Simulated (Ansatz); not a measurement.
## CH9GeNSi, SMILES C[N]([SiH3])[GeH3]: a geometry optimisation, step by step

With Ansatz 0.2.0, Python API.

Interactive session:
```pycon
>>> import itertools
>>> import warnings
>>> import ansatz
>>> from ase.data import atomic_numbers, covalent_radii
>>> import numpy as np
>>> warnings.simplefilter("ignore", ansatz.DeckWarning)
>>> ch9gensi = (
...     ansatz.Crystal.molecule()
...     .atom("C", (-0.4914, 1.1813, -0.7194))
...     .atom("N", (-0.6455, 0.1021, 0.2033))
...     .atom("Si", (0.5691, 0.2803, 1.4782))
...     .atom("Ge", (-0.1918, -1.4721, -0.7169))
...     .atom("H", (-1.2994, 1.1098, -1.5505))
...     .atom("H", (-0.7521, 2.1982, -0.2067))
...     .atom("H", (0.496, 1.2841, -1.1952))
...     .atom("H", (0.5516, -0.8417, 2.4134))
...     .atom("H", (0.3708, 1.542, 2.2787))
...     .atom("H", (1.9466, 0.3188, 0.9149))
...     .atom("H", (-1.3102, -1.6779, -1.8301))
...     .atom("H", (-0.3328, -2.6735, 0.2828))
...     .atom("H", (1.1096, -1.3861, -1.3376))
... )
>>> base = (
...     ch9gensi.calculation()
...     .basis(gaussian="def2-SVP")  # the orbital basis, by name
...     .functional("PBE")
... )
>>> symbols = [site.symbol for site in ch9gensi.cartesian_sites]
>>> start = np.array([site.position_ang for site in ch9gensi.cartesian_sites], dtype=float)
>>> def progress(event):
...     if event["event"] == "relax_step":
...         row = event["data"]
...         print(f"step {row['step']:3d}  E = {row['lagrangian_ev']:.6f} eV  largest force component {row['allowed_force_max_ev_ang']:.4f} eV/A")
...
>>> data = base.relax(force_tolerance=0.01, max_steps=100).session().plan().execute(on_event=progress).report
step   1  E = -67040.983054 eV  largest force component 3.0586 eV/A
step   2  E = -67041.414188 eV  largest force component 0.7348 eV/A
step   3  E = -67041.515322 eV  largest force component 0.3626 eV/A
step   4  E = -67041.555241 eV  largest force component 0.2658 eV/A
step   5  E = -67041.560165 eV  largest force component 0.3611 eV/A
step   6  E = -67041.580533 eV  largest force component 0.1955 eV/A
step   7  E = -67041.587469 eV  largest force component 0.0497 eV/A
step   8  E = -67041.587921 eV  largest force component 0.0162 eV/A
step   9  E = -67041.588103 eV  largest force component 0.0150 eV/A
step  10  E = -67041.588165 eV  largest force component 0.0085 eV/A
step  11  E = -67041.588188 eV  largest force component 0.0072 eV/A
>>> end = np.array(data["positions_ang"])
>>> print(f"E = {data['free_energy_ev']:.6f} eV = {data['free_energy_ev'] / 27.211386246:.7f} Ha")
E = -67041.588229 eV = -2463.7329250 Ha
>>> print("converged:", data["converged"], " doubts:", data["published_state_doubts"] or "none")
converged: True  doubts: none
>>> # pairs closer than 1.2 times the sum of covalent radii, before or after
>>> radius = [covalent_radii[atomic_numbers[s]] for s in symbols]
>>> span = lambda where, i, j: np.linalg.norm(where[i] - where[j])
>>> bonded = [(i, j) for i, j in itertools.combinations(range(len(symbols)), 2) if min(span(start, i, j), span(end, i, j)) < 1.2 * (radius[i] + radius[j])]
>>> print("pair        before    after (A)")
pair        before    after (A)
>>> for i, j in bonded:
...     print(f"{symbols[i]}{i}-{symbols[j]}{j}".ljust(10), f"{span(start, i, j):8.4f} {span(end, i, j):8.4f}")
...
C0-N1        1.4282   1.4640
C0-H4        1.1613   1.1129
C0-H5        1.1683   1.1124
C0-H6        1.1009   1.1168
N1-Si2       1.7699   1.7540
N1-Ge3       1.8790   1.8639
Si2-H7       1.4607   1.5030
Si2-H8       1.5073   1.5091
Si2-H9       1.4887   1.5139
Ge3-H10      1.5913   1.5548
Ge3-H11      1.5693   1.5472
Ge3-H12      1.4444   1.5597
>>> with open("ch9gensi_opt.xyz", "w") as handle:
...     handle.write(f"{len(symbols)}\nrelaxed CH9GeNSi\n")
...     handle.writelines(f"{s:2s} {x:11.6f} {y:11.6f} {z:11.6f}\n" for s, (x, y, z) in zip(symbols, end))
...
20
```

`ch9gensi_opt.xyz`, as written:
```text
13
relaxed CH9GeNSi
C    -0.375906    1.248489   -0.821975
N    -0.128549    0.084175    0.030346
Si    0.629447    0.332631    1.592447
Ge   -0.274518   -1.584561   -0.787148
H    -1.258884    1.085623   -1.479565
H    -0.600706    2.146628   -0.205386
H     0.484104    1.512064   -1.483880
H     0.577176   -0.965606    2.347997
H    -0.120281    1.408554    2.339183
H     2.073804    0.780640    1.522509
H    -1.650453   -1.619047   -1.510276
H    -0.180515   -2.660666    0.320600
H     0.845781   -1.803624   -1.849953
```

Caveats:
- Total energies depend on the basis set; only differences at equal settings carry meaning.
- The end point is the stationary point reached from this start; no frequency run checks that it is a minimum, and the basis set is modest.
- Wall time of the script: 71 s on 1 thread of Arm Neoverse V1 (shared host), peak memory 0.24 GiB.
